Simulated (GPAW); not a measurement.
Input of a GPAW 26.7.0 run:

run.py

```python
from ase.dft.bandgap import bandgap
from ase.io import read, write
from ase.units import GPa
from gpaw import GPAW, PW

atoms = read('POSCAR')

calc = GPAW(mode=PW(800),
            xc='MGGA_X_R2SCAN+MGGA_C_R2SCAN',
            kpts={'size': (10, 10, 10), 'gamma': True},
            occupations={'name': 'fermi-dirac', 'width': 0.05},
            setups={'Hf': ':d,6.0'},
            nbands=17,
            convergence={'density': 1e-05, 'energy': 1e-05},
            maxiter=150,
            txt='gpaw.txt')
atoms.calc = calc
energy = atoms.get_potential_energy()
forces = atoms.get_forces()
stress = atoms.get_stress()
calc.write('gs.gpw')
write('result.traj', atoms)
print(f'Energy: {energy:.6f} eV')
print('Forces (eV/A):')
print(forces.round(4))
print('Stress (GPa):', (stress / GPa).round(3))
print('Fermi level:', round(calc.get_fermi_level(), 4), 'eV')
print(f'Gap: {bandgap(calc)[0]:.4f} eV, direct: {bandgap(calc, direct=True)[0]:.4f} eV')
```

File POSCAR:

```
HfB
1.0
    0.0000000000      2.3100000000      2.3100000000
    2.3100000000      0.0000000000      2.3100000000
    2.3100000000      2.3100000000      0.0000000000
Hf B
1 1
Direct
    0.5000000000      0.5000000000      0.5000000000
    0.0000000000      0.0000000000      0.0000000000
```

Potentials or basis: GPAW PAW data sets (gpaw-data 1.2.1), pw.

Launch:

```console
$ OMP_NUM_THREADS=1 python run.py
```

(1) Predict the pressure.

(2) Predict the band gap on the k mesh.

Results:

(1) 54.7 GPa.

(2) none (metal or under the smearing width).

Caveat: a pressure of tens of GPa on the cell as given is suspect, and the run, the potentials or the cell itself is likely at fault; the PAW data sets were made with another functional, which shifts forces and pressure a little; U without spin polarisation on a metal has little footing; the U is typed as a test and isn't derived for this compound.
